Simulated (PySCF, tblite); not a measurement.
# C3H6B2Cl2F2: dynamics, then NMR shifts on frames, part 2 of 2

tblite 0.8.0 and PySCF 2.14.0. Atoms count from 0.

**5. Shielding tensors: 625 fs, PBE0/pcSseg-1**

Job settings and geometry (Å):

```
{"job": {"kind": "nmr", "xc": "PBE0", "basis": "pcSseg-1", "pop": false}, "charge": 0, "multiplicity": 1}
C     -1.876900    -0.282400    -0.747700
C     -0.598500     0.200300    -0.054100
C      0.640700    -0.232600    -0.834600
B      2.012900    -0.089400    -0.052100
F      2.170800    -0.339000     1.186900
F      3.157100    -0.112100    -0.740200
B     -0.612300     1.709300     0.522300
Cl    -2.028400     2.631800     0.822800
Cl     0.884300     2.324000     1.164300
H     -1.819300    -1.371900    -0.790800
H     -2.785700     0.001700    -0.201100
H     -1.975800     0.181100    -1.780000
H     -0.578500    -0.325100     0.910600
H      0.581400    -1.338600    -0.991000
H      0.636500     0.170800    -1.811300
```

Method: GIAO PBE0/pcSseg-1 NMR shielding, non-relativistic, gas phase.

What it wrote:

```text
coarse grid: 14576 points
cycle   1  E = -1287.0051166293  dE =  1.073e+00  |g| = 6.887e-01  |ddm| = 3.427e+00
cycle   2  E = -1286.9567873015  dE =  4.833e-02  |g| = 9.168e-01  |ddm| = 9.724e-01
cycle   3  E = -1287.0937044519  dE = -1.369e-01  |g| = 6.036e-02  |ddm| = 5.354e-01
cycle   4  E = -1287.0943406220  dE = -6.362e-04  |g| = 2.940e-02  |ddm| = 6.937e-02
cycle   5  E = -1287.0945150435  dE = -1.744e-04  |g| = 7.091e-03  |ddm| = 2.628e-02
cycle   6  E = -1287.0945253848  dE = -1.034e-05  |g| = 1.877e-03  |ddm| = 7.702e-03
cycle   7  E = -1287.0945258602  dE = -4.754e-07  |g| = 6.720e-04  |ddm| = 1.421e-03
final grid: 134976 points
cycle   8  E = -1287.1531931372  dE = -8.450e-05  |g| = 7.780e-03  |ddm| = 2.849e-02
cycle   9  E = -1287.1531880242  dE =  5.113e-06  |g| = 8.751e-03  |ddm| = 1.375e-02
cycle  10  E = -1287.1532066120  dE = -1.859e-05  |g| = 1.075e-03  |ddm| = 7.754e-03
cycle  11  E = -1287.1532068051  dE = -1.931e-07  |g| = 2.950e-04  |ddm| = 1.116e-03
cycle  12  E = -1287.1532068212  dE = -1.607e-08  |g| = 7.314e-05  |ddm| = 2.418e-04
cycle  13  E = -1287.1532068223  dE = -1.097e-09  |g| = 1.885e-05  |ddm| = 7.517e-05
cycle  14  E = -1287.1532068224  dE = -7.640e-11  |g| = 4.967e-06  |ddm| = 1.851e-05
converged SCF energy = -1287.1532068224

GIAO shielding tensors (ppm)
atom      isotropic    diamagn.    paramagn.     s11        s22        s33       span
  0 C      161.433     245.211     -83.778    146.711    158.038    179.551     32.840
  1 C      149.960     252.223    -102.263    131.167    154.032    164.681     33.513
  2 C      164.243     253.584     -89.341    145.564    162.213    184.950     39.386
  3 B       73.279     191.938    -118.660     46.451     83.222     90.163     43.712
  4 F      241.761     469.918    -228.156     76.624    265.478    383.182    306.558
  5 F      235.997     466.212    -230.215     59.233    293.685    355.074    295.841
  6 B       35.546     191.289    -155.743    -11.424     37.517     80.547     91.971
  7 Cl     682.446    1147.351    -464.905    388.725    716.266    942.347    553.622
  8 Cl     661.288    1148.346    -487.058    372.502    708.278    903.084    530.582
  9 H       30.283      29.532       0.751     25.375     28.637     36.837     11.462
 10 H       29.458      29.207       0.251     24.194     29.190     34.989     10.795
 11 H       29.467      28.138       1.329     26.312     26.937     35.153      8.841
 12 H       30.378      33.367      -2.988     26.832     30.739     33.564      6.732
 13 H       30.155      31.350      -1.195     25.534     29.152     35.780     10.246
 14 H       31.266      32.512      -1.246     27.273     30.163     36.363      9.091
```

It took 29 s on 1 thread of Intel Xeon Platinum 8488C, shared host; peak memory 1 GiB.

This run: δ C1 37.0, C0 25.5, C2 22.7, B6 64.5, H10 2.26, H11 2.25 ppm.

**6. Shielding tensors: 800 fs, PBE0/pcSseg-1**

Job settings and geometry (Å):

```
{"job": {"kind": "nmr", "xc": "PBE0", "basis": "pcSseg-1", "pop": false}, "charge": 0, "multiplicity": 1}
C     -1.885600    -0.612300     0.554000
C     -0.505400    -0.004300     0.539800
C      0.535500    -0.675900    -0.355000
B      2.037400    -0.297200    -0.137200
F      2.666700    -0.339900     1.066100
F      2.928200    -0.139700    -1.146800
B     -0.565800     1.591500     0.325500
Cl    -1.826300     2.512000     0.834700
Cl     0.894800     2.514600    -0.119400
H     -1.781900    -1.619800     0.949800
H     -2.498200    -0.007300     1.214400
H     -2.387600    -0.786600    -0.392300
H     -0.032000    -0.031400     1.527400
H      0.417000    -1.728500    -0.200900
H      0.272000    -0.533200    -1.422600
```

With the program's defaults for keys left out, this is: GIAO PBE0/pcSseg-1 NMR shielding, non-relativistic, gas phase.

What it wrote:

```text
coarse grid: 14576 points
cycle   1  E = -1286.9990187450  dE =  1.076e+00  |g| = 7.036e-01  |ddm| = 3.437e+00
cycle   2  E = -1286.9388450338  dE =  6.017e-02  |g| = 9.748e-01  |ddm| = 1.001e+00
cycle   3  E = -1287.0918607419  dE = -1.530e-01  |g| = 7.184e-02  |ddm| = 5.584e-01
cycle   4  E = -1287.0928170097  dE = -9.563e-04  |g| = 2.970e-02  |ddm| = 7.529e-02
cycle   5  E = -1287.0930015943  dE = -1.846e-04  |g| = 6.168e-03  |ddm| = 2.645e-02
cycle   6  E = -1287.0930104953  dE = -8.901e-06  |g| = 1.668e-03  |ddm| = 7.973e-03
final grid: 134976 points
cycle   7  E = -1287.1479633864  dE = -6.254e-05  |g| = 8.298e-03  |ddm| = 2.757e-02
cycle   8  E = -1287.1479557430  dE =  7.643e-06  |g| = 9.713e-03  |ddm| = 1.504e-02
cycle   9  E = -1287.1479791474  dE = -2.340e-05  |g| = 9.487e-04  |ddm| = 8.895e-03
cycle  10  E = -1287.1479793067  dE = -1.593e-07  |g| = 2.707e-04  |ddm| = 1.092e-03
cycle  11  E = -1287.1479793234  dE = -1.675e-08  |g| = 7.233e-05  |ddm| = 2.834e-04
cycle  12  E = -1287.1479793246  dE = -1.205e-09  |g| = 1.945e-05  |ddm| = 7.942e-05
cycle  13  E = -1287.1479793247  dE = -7.822e-11  |g| = 5.805e-06  |ddm| = 1.631e-05
converged SCF energy = -1287.1479793247

GIAO shielding tensors (ppm)
atom      isotropic    diamagn.    paramagn.     s11        s22        s33       span
  0 C      170.651     244.509     -73.858    157.561    165.506    188.885     31.324
  1 C      152.939     251.166     -98.227    133.168    155.627    170.022     36.854
  2 C      169.508     253.533     -84.026    154.580    170.209    183.734     29.153
  3 B       69.894     191.305    -121.411     38.845     78.938     91.900     53.056
  4 F      240.882     469.422    -228.540     53.612    291.516    377.516    323.903
  5 F      227.569     466.373    -238.804     49.843    288.989    343.876    294.033
  6 B       35.116     190.239    -155.123    -15.161     40.668     79.840     95.001
  7 Cl     660.084    1147.952    -487.868    384.768    637.717    957.767    572.999
  8 Cl     666.468    1148.498    -482.030    366.799    749.808    882.795    515.996
  9 H       30.615      29.137       1.478     25.482     28.669     37.693     12.211
 10 H       29.637      29.155       0.481     23.478     30.192     35.239     11.761
 11 H       30.787      29.360       1.426     27.529     27.834     36.998      9.469
 12 H       30.340      32.199      -1.859     26.079     30.872     34.068      7.989
 13 H       31.193      32.050      -0.857     26.061     30.209     37.308     11.247
 14 H       30.269      31.769      -1.501     26.794     28.664     35.348      8.555
```

Run time: 28 s. Hardware: 1 thread of Intel Xeon Platinum 8488C, shared host; peak memory 0.97 GiB.

Key values: δ C1 34.0, C2 17.4, C0 16.3, B6 65.0, H10 2.08, H14 1.45 ppm.

**7. Shielding tensors: 1000 fs, PBE0/pcSseg-1**

Job settings and geometry (Å):

```
{"job": {"kind": "nmr", "xc": "PBE0", "basis": "pcSseg-1", "pop": false}, "charge": 0, "multiplicity": 1}
C     -1.400300    -0.605300     1.249200
C     -0.073600     0.159200     0.940000
C      0.913000    -0.768500     0.169000
B      2.228400     0.005900    -0.310900
F      2.916100     0.609200     0.597900
F      2.799300    -0.265200    -1.469300
B     -0.279400     1.563900     0.281700
Cl    -1.646000     2.482800     0.573700
Cl     0.957200     2.072100    -0.941200
H     -1.131100    -1.611300     1.690100
H     -2.120300    -0.165900     1.927800
H     -1.837800    -0.770200     0.307400
H      0.270000     0.385600     1.956500
H      1.181100    -1.576700     0.880600
H      0.306700    -1.295800    -0.578000
```

Level: GIAO PBE0/pcSseg-1 NMR shielding, non-relativistic, gas phase.

What it wrote:

```text
coarse grid: 14576 points
cycle   1  E = -1286.9999464261  dE =  1.095e+00  |g| = 6.873e-01  |ddm| = 3.442e+00
cycle   2  E = -1286.9541970707  dE =  4.575e-02  |g| = 9.075e-01  |ddm| = 9.763e-01
cycle   3  E = -1287.0874528779  dE = -1.333e-01  |g| = 5.832e-02  |ddm| = 5.308e-01
cycle   4  E = -1287.0880388422  dE = -5.860e-04  |g| = 2.915e-02  |ddm| = 6.964e-02
cycle   5  E = -1287.0882207489  dE = -1.819e-04  |g| = 6.136e-03  |ddm| = 2.642e-02
cycle   6  E = -1287.0882288042  dE = -8.055e-06  |g| = 1.822e-03  |ddm| = 7.438e-03
final grid: 134976 points
cycle   7  E = -1287.1466472031  dE = -8.556e-05  |g| = 8.192e-03  |ddm| = 2.776e-02
cycle   8  E = -1287.1466396149  dE =  7.588e-06  |g| = 9.597e-03  |ddm| = 1.502e-02
cycle   9  E = -1287.1466628498  dE = -2.323e-05  |g| = 1.036e-03  |ddm| = 8.826e-03
cycle  10  E = -1287.1466630392  dE = -1.894e-07  |g| = 3.272e-04  |ddm| = 1.170e-03
cycle  11  E = -1287.1466630626  dE = -2.340e-08  |g| = 7.078e-05  |ddm| = 2.996e-04
cycle  12  E = -1287.1466630637  dE = -1.050e-09  |g| = 2.043e-05  |ddm| = 7.719e-05
cycle  13  E = -1287.1466630637  dE = -8.322e-11  |g| = 6.154e-06  |ddm| = 1.808e-05
converged SCF energy = -1287.1466630637

GIAO shielding tensors (ppm)
atom      isotropic    diamagn.    paramagn.     s11        s22        s33       span
  0 C      162.015     247.851     -85.836    133.780    168.493    183.772     49.993
  1 C      150.333     251.853    -101.520    129.902    148.090    173.007     43.105
  2 C      159.830     253.894     -94.064    139.961    160.435    179.095     39.134
  3 B       76.656     192.356    -115.700     56.706     84.688     88.574     31.868
  4 F      252.873     467.826    -214.954    104.910    272.992    380.716    275.806
  5 F      252.383     465.617    -213.234    100.022    295.625    361.502    261.480
  6 B       33.307     192.994    -159.687    -20.174     44.445     75.652     95.825
  7 Cl     686.254    1148.130    -461.876    405.198    691.293    962.271    557.073
  8 Cl     640.533    1149.006    -508.472    376.331    715.912    829.356    453.024
  9 H       29.762      29.331       0.431     24.496     28.519     36.271     11.775
 10 H       30.002      30.112      -0.110     24.724     29.000     36.282     11.557
 11 H       31.435      32.114      -0.679     28.249     29.270     36.786      8.536
 12 H       29.801      31.279      -1.478     25.929     29.619     33.854      7.924
 13 H       30.186      30.828      -0.641     25.886     28.530     36.144     10.258
 14 H       30.795      32.880      -2.085     26.755     30.373     35.258      8.503
```

It took 28 s on 1 thread of Intel Xeon Platinum 8488C, shared host; peak memory 0.92 GiB.

This run: δ C1 36.6, C2 27.1, C0 24.9, B6 66.8, H9 1.95, H12 1.92 ppm.

**8. Comparing the runs: NMR shifts**

Shifts (ppm) of some atoms, chosen among heavy atoms and hydrogens apart, with basis size and wall time:

```csv
frame,C2,H11,H14,F5,F4,Cl7,Cl8,functions,time
250 fs,23.2,1.75,1.16,-55.9,-67.5,298,283,197,36 s
425 fs,25.8,1.74,1.99,-63.9,-67.4,292,271,197,28 s
625 fs,22.7,2.25,0.45,-65.1,-70.8,267,288,197,29 s
800 fs,17.4,0.93,1.45,-56.6,-69.9,290,283,197,28 s
1000 fs,27.1,0.28,0.92,-81.4,-81.9,264,309,197,28 s
```

**9. Summary of results**

What follows sums up all 2 parts.

| quantity | value |
| --- | --- |
| thermostat | 300 K |
| mean temperature, second half | 312 K |
| mean potential energy above the minimum | 0.37 eV |
| 13C shifts against TMS (PBE0/pcSseg-1, 250 fs) | 30.6, 23.2, 20.3 ppm |
| 1H shifts against TMS (PBE0/pcSseg-1, 250 fs) | 2.46, 1.97, 1.75, 1.31, 1.16, 0.77 ppm |
| 11B shifts against BF3·OEt2 (PBE0/pcSseg-1, 250 fs) | 66.7, 28.5 ppm |
| 19F shifts against CFCl3 (PBE0/pcSseg-1, 250 fs) | -55.9, -67.5 ppm |
| 35Cl shifts against HCl (PBE0/pcSseg-1, 250 fs) | 298, 283 ppm |
| surface potential, 1st and 99th percentile | -0.81 V and 1.59 V |
| range of the shift of Cl8 | 271 to 309 ppm |

**Reading.** In the second half the potential energy averages 0.37 eV above the minimum; equipartition over 39 harmonic modes at 300 K would give 0.50 eV. With 15 atoms the temperature swings widely (138 to 463 K). Shifts at one fixed geometry are not the observed spectrum, which averages over the motion. In the first frame run (250 fs): The largest span, 568 ppm, is at Cl7, where the paramagnetic term is -496 ppm. At PBE0/pcSseg-1, counted by nearest atom on the grid, the HOMO lies on C1 21 %; Cl7, Cl8 about 18 % each, the LUMO on B6 59 %; Cl7, Cl8 about 13 % each. Across the 5 runs the shift of Cl8 moves most, between 271 (425 fs) and 309 ppm (1000 fs).
